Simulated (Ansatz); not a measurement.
# Zr2Br: the cost of one run

Program: Ansatz 0.2.0. Level of theory: DFT PBE, scalar-relativistic, plane waves, PAW. These are calculated values, not measurements.

## (1) Starting point

It takes space group P4/mmm (No. 123, tetragonal). Conventional cell: a = 3.106 Å, b = 3.106 Å, c = 6.439 Å, α = 90.00°, β = 90.00°, γ = 90.00°. Around Zr (site symmetry 4mm) lie 5 Zr at 2.78 to 3.11 Å and 4 Br at 2.86 Å. Br (site symmetry 4/mmm) is surrounded by 8 Zr at 2.86 Å.

Structure file:

```xyz
3
Lattice="3.1062 0.0000 0.0000 0.0000 3.1062 0.0000 0.0000 0.0000 6.4393" Properties=species:S:1:pos:R:3 pbc="T T T"
Zr    1.5531    1.5531    1.8308
Zr    1.5531    1.5531    4.6084
Br    0.0000    0.0000    0.0000
```

A structure generator made this guess: species swapped into a database cell of Ga2Cu (P4/mmm, No. 123), with Zr on the Ga sites and Br on the Cu sites. Its size is a rough estimate.

## (2) A first look at the guess

The input, input.yaml:

```yaml
crystal:
  lattice:
    - [3.10619087, 0.0, 0.0]
    - [0.0, 3.10619087, 0.0]
    - [0.0, 0.0, 6.43925618]
  atoms:
    - { symbol: Zr, position: [0.5, 0.5, 0.28432271] }
    - { symbol: Zr, position: [0.5, 0.5, 0.71567729] }
    - { symbol: Br, position: [0.0, 0.0, 0.0] }
basis:
  ecutwfc: 420
kpoints:
  mp_grid: { grid: [6, 6, 4] }
hamiltonian:
  xc: pbe
scf:
  occupations: { method: gaussian, width: 0.1 }
  lower_state_search: "off"
output:
  forces: true
  stress: true
  eigenvalues: true
```

Command:

```
$ ansatz run input.yaml --threads 1 --pin off --max-ram 2560MiB --backend cpu --events-out ev --progress --plain --runs-dir out
```

Q: Estimate wall time and peak memory on 1 thread of Arm Neoverse V1, shared host.

About 2.5 s, with a peak of 0.33 GiB.
